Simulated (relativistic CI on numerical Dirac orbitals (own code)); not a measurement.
# Ho XLVII (Ho⁴⁶⁺): levels and lines

What are the lowest levels and the strongest lines of Ho⁴⁶⁺? One CI run answers it; runs with one setting changed show what the result hangs on.

Program: relativistic CI on numerical Dirac orbitals (own code) version 4. Level of theory: Dirac-Coulomb-Breit CI, KLI orbitals optimised for each configuration, model QED (radiative potential, 1s self-energy scaled to tabulated hydrogen-like ionisation energies). These are calculated values, not measurements, unless marked.

## 1. Starting point

| Quantity | Value |
| --- | --- |
| ion | Ho⁴⁶⁺ (Ho XLVII) |
| nuclear charge | 67 |
| electrons | 21 |
| isotope | A = 165 |
| first configuration typed | [Ar] 3d3 |

The outer shells:

first configuration typed
```
[Ar] core
3d [↑ ][↑ ][↑ ][  ][  ]
```

## 2. Base run

Settings, as recorded:

```ini
atom Ho  Z=67  charge=46  electrons=21
nucleus A=165  rms_radius_fm=5.2022
hamiltonian dirac-coulomb  breit=on  qed=on  c_scale=1
orbitals kli  potential=per-configuration
slater_scale 1
correlation none
mixing on
configurations
  [Ar] 3d3
  [Ne] 3s2 3p5 3d4
  [Ne] 3s 3p6 3d4
  [Ar] 3d2 4s
  [Ar] 3d2 4p
  [Ar] 3d2 4d
  [Ne] 3s2 3p5 3d3 4s
  [Ar] 3d2 4f
  [Ne] 3s2 3p5 3d3 4p
  [Ne] 3s 3p6 3d3 4s
  [Ne] 3p6 3d4 4p
  [Ne] 3p6 3d5
  [Ne] 3p5 3d6
  [Ne] 3p5 3d5 4s
  [Ne] 3p6 3d4 4s
  [Ne] 3p5 3d4 4s2
  [Ar] 3d 4s2
  [Ar] 4s2 4p
  [Ar] 4s2 4d
end
```

On the command line:

```bash
$ python run_levels.py task.json out
```

task.json lists these runs, among others, and the program works through them in turn.

## 3. Correlation estimate p86

Changes to the settings of step 2:

```diff
@@ -5,3 +5,3 @@
 slater_scale 1
-correlation none
+correlation p86
 mixing on
```

## 4. Non-relativistic limit (c × 1000)

Changes to the settings of step 3:

```diff
@@ -2,6 +2,6 @@
 nucleus A=165  rms_radius_fm=5.2022
-hamiltonian dirac-coulomb  breit=on  qed=on  c_scale=1
+hamiltonian dirac-coulomb  breit=off  qed=off  c_scale=1000
 orbitals kli  potential=per-configuration
 slater_scale 1
-correlation p86
+correlation none
 mixing on
```

## 5. One common potential

Changes to the settings of step 4:

```diff
@@ -2,4 +2,4 @@
 nucleus A=165  rms_radius_fm=5.2022
-hamiltonian dirac-coulomb  breit=off  qed=off  c_scale=1000
-orbitals kli  potential=per-configuration
+hamiltonian dirac-coulomb  breit=on  qed=on  c_scale=1
+orbitals kli  potential=mean
 slater_scale 1
```

(Steps that only read results are left out.)

Before running it: what results should come out? Wanted: lowest level; first excitation; lowest level of the other parity; fastest E1 line; ionisation energy.

The runs gave:

| run | time | mean size of shift, levels followed (cm⁻¹) | lowest level | ionisation energy (eV) |
| --- | --- | --- | --- | --- |
| main run | 2.2 s | 0 | 3d3 [3d3/2^3] J=3/2 | 3879.6 |
| correlation estimate p86 | 2.2 s | 1.3 | 3d3 [3d3/2^3] J=3/2 | 3881.5 |
| non-relativistic limit (c × 1000) | 1.5 s | 461239 | 3d3 4F3/2 | - |
| one common potential | 1.8 s | 104 | 3d3 [3d3/2^3] J=3/2 | - |

The tabulated theoretical ionisation energy (NIST) is 3880 eV.

| quantity | value |
| --- | --- |
| lowest level | 3d3 [3d3/2^3] J=3/2 |
| first excitation | 3d3 4F5/2, 307976 cm⁻¹ |
| lowest level of the other parity | 3p5 3d4 [3p3/2^3 3d3/2^4] J=3/2°, 249.49 eV |
| levels in the model | 2434 |
| fastest E1 line (by rate) to the lowest level among the lowest 200 of 2434 levels | 2.501 nm, from 3p5 3d4 [3p1/2 3p3/2^4 3d3/2^4] J=1/2° |
| ionisation energy | 3879.6 eV |
| ionisation energy, tabulated theoretical (NIST) | 3880 eV |

**Reading.** 3d3 [3d3/2^3] J=3/2 comes out lowest; its LS label holds 49 % and its jj label 97 %; over the low levels the means are 57 and 97 %, so jj coupling describes them better. The ionisation energy agrees with the tabulated theoretical value within its uncertainty of 4 eV. Of the changes tried, the run «non-relativistic limit (c × 1000)» moves the low levels most, by 461239 cm⁻¹ on average. Lifetimes count radiative decay inside the model alone.
